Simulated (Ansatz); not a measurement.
# BH₆NO₃: basis-set convergence

One table from this session's results is given with a row withheld; the runs are named, their logs left out.

Program: Ansatz 0.2.0, Gaussian basis. Level of theory: one geometry, several basis sets. These are calculated values, not measurements.

The runs, in order: PBE0-D4/def2-SVP; ωB97M-V/def2-SVP; PBE0-D4/def2-QZVPP; ωB97M-V/def2-QZVPP; the functionals' def2-TZVPP values are taken from earlier runs.

### Structure used throughout

An earlier PBE0-D4 in a triple-zeta def2 set relaxation fixed the geometry.

SMILES `[NH3+][B-](O)(O)O`, 11 atoms, charge 0, spin multiplicity 1.

Atoms are counted from 1 here; the program's logs count them from 0.

Bond lengths: N1–B2 1.725 Å, N1–H6 1.014 Å, N1–H7 1.014 Å, N1–H8 1.014 Å, B2–O3 1.428 Å, B2–O4 1.428 Å, B2–O5 1.428 Å, O3–H9 0.958 Å, O4–H10 0.958 Å, O5–H11 0.958 Å. Angles: B2–N1–H6 109.8°, B2–N1–H7 109.8°, B2–N1–H8 109.8°, H6–N1–H7 109.2°, H6–N1–H8 109.2°, H7–N1–H8 109.2°, N1–B2–O3 102.9°, N1–B2–O4 102.9°, N1–B2–O5 102.9°, O3–B2–O4 115.2°, O3–B2–O5 115.2°, O4–B2–O5 115.2°, B2–O3–H9 109.3°, B2–O4–H10 109.3°, B2–O5–H11 109.3°.

The first run:

Contents of in.yaml:

```yaml
crystal:
  periodic: [false, false, false]
  atoms:
    - {symbol: N, position_ang: [-1.252035, 0.342140, 0.139124]}
    - {symbol: B, position_ang: [0.401508, -0.114410, -0.041287]}
    - {symbol: O, position_ang: [0.646290, -0.896717, 1.128558]}
    - {symbol: O, position_ang: [1.077352, 1.143354, -0.082951]}
    - {symbol: O, position_ang: [0.399324, -0.843440, -1.269689]}
    - {symbol: H, position_ang: [-1.336513, 1.043661, 0.866190]}
    - {symbol: H, position_ang: [-1.805733, -0.468516, 0.392401]}
    - {symbol: H, position_ang: [-1.599487, 0.723417, -0.733687]}
    - {symbol: H, position_ang: [1.330811, -0.478755, 1.652270]}
    - {symbol: H, position_ang: [1.523103, 1.236267, -0.925689]}
    - {symbol: H, position_ang: [0.680580, -1.744101, -1.104639]}
basis:
  gaussian: {orbitals: def2-SVP}
hamiltonian: {xc: pbe0, dispersion: d4}
output: {orbitals: {seedname: orbitals}}
```

Run with:

```console
> ansatz run in.yaml --threads 4 --pin off --events-out ev --progress --plain --max-ram 10444MiB
```

Among the steps run: PBE0-D4 in def2-SVP; ωB97M-V in def2-SVP; PBE0-D4 in def2-QZVPP; ωB97M-V in def2-QZVPP.

One table of the session follows, with a row left open; its other results are not shown here.

It belongs to the step «Functionals by basis». 

| functional | basis | HOMO (eV) | LUMO (eV) |
| --- | --- | --- | --- |
| PBE0-D4 | def2-SVP | -7.33 | 1.15 |
| PBE0-D4 | def2-TZVPP | -7.75 | 0.39 |
| PBE0-D4 | def2-QZVPP | ? | ? |
| ωB97M-V | def2-SVP | -9.80 | 2.74 |
| ωB97M-V | def2-TZVPP | -10.23 | 1.77 |
| ωB97M-V | def2-QZVPP | -10.30 | 1.26 |

Q: Estimate the row for PBE0-D4, def2-QZVPP from the others.

**Answer.** HOMO (eV): -7.82; LUMO (eV): 0.07. In the column «HOMO (eV)» it lies between ωB97M-V, def2-SVP (-9.80) and PBE0-D4, def2-TZVPP (-7.75).
